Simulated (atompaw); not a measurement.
**Promethium: generating and testing a PAW (atompaw) potential**

Task: generate the file, and judge it by its logarithmic derivatives, its ghosts and its cutoff.

Method: atompaw 4.2.0.5, PBEsol, scalar-relativistic.

## Step 1: Settings

Typed settings, in words:

```json
{"element": "promethium (Pm, Z = 61)", "type": "PAW", "frozen core": "[Kr] 4d10", "valence charge": "15", "reference configuration": "4f5 5s2 5p6 5d0 6s1 6p1", "partial waves": "5s (bound): rc 2.50 bohr; 6s (bound): rc 3.00 bohr; 5p (bound): rc 2.60 bohr; 6p (bound): rc 2.70 bohr; 5d (bound, empty): rc 3.00 bohr; 5d channel at 3.2 Ry: rc 3.00 bohr; 4f (bound): rc 1.35 bohr; 4f channel at 1.45 Ry: rc 1.35 bohr", "local potential": "bessel scheme, radius 2.05 bohr", "core correction": "smooth core density matched at 1.90 bohr", "augmentation charge": "sinc compensation charge, radius 2.75 bohr; PAW radius 3.00 bohr; waves and projectors: custom polynom2 7 10 vanderbiltortho"}
```

The outer shells as boxes (Hund's rule for the drawing; the calculation is spin-unpolarised):

```
[Kr] core
4d [↑↓][↑↓][↑↓][↑↓][↑↓]
4f [↑ ][↑ ][↑ ][↑ ][↑ ][  ][  ]
5s [↑↓]
5p [↑↓][↑↓][↑↓]
5d [  ][  ][  ][  ][  ]
6s [↑ ]
6p [↑ ][  ][  ]
```

## Step 2: Generation

Pm.input reads:

```
Pm 61
GGA-PBESOL scalarrelativistic loggrid 2001 logderivrange -5 5 251
6 6 5 4 0 0
6 0 1
6 1 1
5 2 0
4 3 5
0 0 0
c
c
c
c
v
v
c
c
c
v
v
c
c
v
v
3
3.00 2.75 2.05 1.90
n
n
y
3.2
n
y
1.45
n
custom polynom2 7 10 vanderbiltortho sinc
bessel
2.50
3.00
2.60
2.70
3.00
3.00
1.35
1.35
PWSCFOUT
UPFDX 0.0125d0 UPFXMIN -7.d0 UPFZMESH 61.d0
END
```

Run with:

```sh
$ atompaw < Pm.input > Pm.log
```

**Question.** What will these runs give? Wanted: cutoffs; bound ghosts; largest phase difference near zero energy, channels read; lowest eigenvalue of the overlap; share of valence orbitals outside the PAW sphere; UPF file.

**Answer**, as computed:

```
                                                quantity                                              value
                                                 cutoffs                                     not determined
                                            bound ghosts                                     not determined
largest phase difference near zero energy, channels read                                          0.133 rad
         lowest eigenvalue of the overlap (Bessel basis)                                          0.519 (s)
        share of valence orbitals outside the PAW sphere  5s 1 %, 6s 81 %, 5p 3 %, 6p 95 %, 5d 44 %, 4f 2 %
                                                UPF file                                            written
```

In words: Even at 400 Ry an occupied level stays 8 mRy from its reference, so no cutoffs are read. Ghosts could not be judged. Near zero energy the largest phase difference among the channels read is 0.13 rad, in the s channel. In the s channel the atom's pole at 2.45 Ry sits lower, at 1.30 Ry, in the pseudo curve.
